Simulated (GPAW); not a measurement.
Set up this calculation in GPAW 26.7.0, as a Python script.

```
Task                           : single point from a typed occupation
Functional                     : r2SCAN
Potentials or basis            : GPAW PAW data sets (gpaw-data 1.2.1)
Cutoff                         : 600 eV
Basis                          : pw
k mesh                         : 4 × 7 × 7
Occupations                    : gaussian, width 0.05 eV
Spin                           : collinear spin, antiferromagnetic start
Starting moments               : [7.0, -7.0, 0.0, 0.0] μB
Hubbard terms                  : Gd f U = 7 eV
Maxiter                        : 120
start of the occupation matrix : atoms
Convergence                    : density=0.0001 energy=1e-05
```

The structure of GdO lies in GdO.xyz:

```xyz
4
Lattice="5.6036275200 0.0000000000 0.0000000000 0.0000000000 2.8018137600 0.0000000000 0.0000000000 0.0000000000 2.8018137600" Properties=species:S:1:pos:R:3 pbc="T T T"
Gd     0.0000000000      0.0000000000      0.0000000000
Gd     2.8018137600      0.0000000000      0.0000000000
O      1.4009068800      1.4009068800      1.4009068800
O      4.2027206400      1.4009068800      1.4009068800
```

The cell comes from a database or a generator and needn't be the stable form of this composition.

One way to write it, as run:

run.py

```python
import numpy as np
from ase.io import read
from gpaw import PW
from gpaw.dft import DFT
from gpaw.hubbard import aoom

atoms = read('GdO.xyz')
atoms.set_initial_magnetic_moments([7.0, -7.0, 0.0, 0.0])

dft = DFT(atoms,
          mode=PW(600),
          xc='MGGA_X_R2SCAN+MGGA_C_R2SCAN',
          kpts={'size': (4, 7, 7), 'gamma': True},
          occupations={'name': 'methfessel-paxton', 'order': 0, 'width': 0.05},
          setups={'Gd': ':f,7.0'},
          nbands=51,
          convergence={'density': 0.0001, 'energy': 1e-05},
          maxiter=120,
          txt='gpaw.txt')
print(f'Energy: {dft.calculate_energy():.6f} eV')
print('Forces (eV/A):')
print(dft.calculate_forces().round(4))
print('Stress (eV/A^3):', dft.calculate_stress().round(6))
print('Moments:', dft.magmoms()[1][:, 2].round(3))
dft.write_converged()
dft.write_gpw_file('gs.gpw')
for a, l in {0: 3, 1: 3}.items():
    setup = dft.setups[a]
    for s, D_ii in enumerate(dft.density.D_asii[a]):
        n_mm = aoom(D_ii, l, setup.l_j, setup.n_j, setup.N0_q)[0]
        print(f'atom {a} spin {s} trace {n_mm.trace():.4f} eigenvalues', *np.linalg.eigvalsh(n_mm).round(3))
        np.savetxt(f'occupation-{a}-{s}.dat', n_mm, fmt='%8.4f')
```

Potentials or basis: GPAW PAW data sets (gpaw-data 1.2.1), pw.

Command:

```console
$ OMP_NUM_THREADS=1 python run.py
```

Results of the run:

The pressure is 48.1 GPa, the band gap on the k mesh is none (metal or under the smearing width) and the net moment is 0.00 μB per cell. The site moments are Gd +7.13, -7.13; O +0.00 μB.

Caveat: the cutoff is short for stress and forces, so pressures can be off by a GPa or more; one-centre terms of the f shell are cut off; a pressure of tens of GPa on the cell as given is suspect, and the run, the potentials or the cell itself is likely at fault; the PAW data sets were made with another functional, which shifts forces and pressure a little; spin-orbit coupling is left out, which moves the levels of the heavy elements.

Wall time 3.5 min on 1 thread of Intel(R) Xeon(R) Processor @ 2.70GHz, on a shared host, peak memory 1 GiB.
